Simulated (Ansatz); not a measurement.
# CAuO+: geometry and frequencies at several levels

One table from this session's results is given with a row withheld; the runs are named, their logs left out.

Program: Ansatz 0.2.0. Level of theory: the levels named in each step. These are calculated values, not measurements.

### The structure to begin with

Bond lengths: O1–C2 1.107 Å, C2–Au3 1.864 Å. Angles: O1–C2–Au3 180.0°.

As a file:

```xyz
3

O     0.0000    0.0000   -1.3591
C     0.0000    0.0000   -0.2522
Au    0.0000    0.0000    1.6113
```

The first run:

Input file input.yaml:

```yaml
crystal:
  periodic: [false, false, false]
  atoms:
    - { symbol: O, position_ang: [0.0, 0.0, -1.35914] }
    - { symbol: C, position_ang: [0.0, 0.0, -0.25218] }
    - { symbol: Au, position_ang: [0.0, 0.0, 1.61133] }
total_charge: 1
basis:
  gaussian: { orbitals: def2-SVP }
hamiltonian:
  xc: pbe
  dispersion: d4
relax:
  f_tol: 0.03
  max_steps: 200
```

Command:

```sh
$ ansatz run input.yaml --threads 2 --pin off --max-ram 5120MiB --backend cpu --events-out ev --progress --plain --runs-dir out
```

Among the steps run: A rough first relaxation, PBE-D4/def2-SVP; Relaxation, PBE0-D4/def2-TZVPP; Frequencies, PBE0-D4/def2-TZVPP; Relaxation, PBE-D4/def2-TZVPP; Frequencies, PBE-D4/def2-TZVPP; Relaxation, r2SCAN-D4/def2-TZVPP; Frequencies, r2SCAN-D4/def2-TZVPP; Relaxation, B3LYP-D4/def2-TZVPP; Frequencies, B3LYP-D4/def2-TZVPP; Relaxation, B2PLYP/def2-TZVPP; Frequencies, B2PLYP/def2-TZVPP.

One of the session's tables, all rows but one given; the rest of the session is left out.

It belongs to the step «Geometries side by side». 

| level | O1–C2 (Å) | C2–Au3 (Å) | rotational constants (MHz) | highest frequency (cm⁻¹) |
| --- | --- | --- | --- | --- |
| PBE0-D4/def2-TZVPP | 1.1136 | 1.9230 | 2989.5 | 2337 |
| PBE-D4/def2-TZVPP | ? | ? | ? | ? |
| r2SCAN-D4/def2-TZVPP | 1.1206 | 1.8871 | 3059.6 | 2274 |
| B3LYP-D4/def2-TZVPP | 1.1152 | 1.9453 | 2938.3 | 2305 |
| B2PLYP/def2-TZVPP | 1.1210 | 1.9331 | 2956.1 | 2245 |

**Question.** Estimate the row for PBE-D4/def2-TZVPP.

**Answer.** O1–C2 (Å): 1.1297; C2–Au3 (Å): 1.8973; rotational constants (MHz): 3022.1; highest frequency (cm⁻¹): 2208. In the column «O1–C2 (Å)» it is the highest.
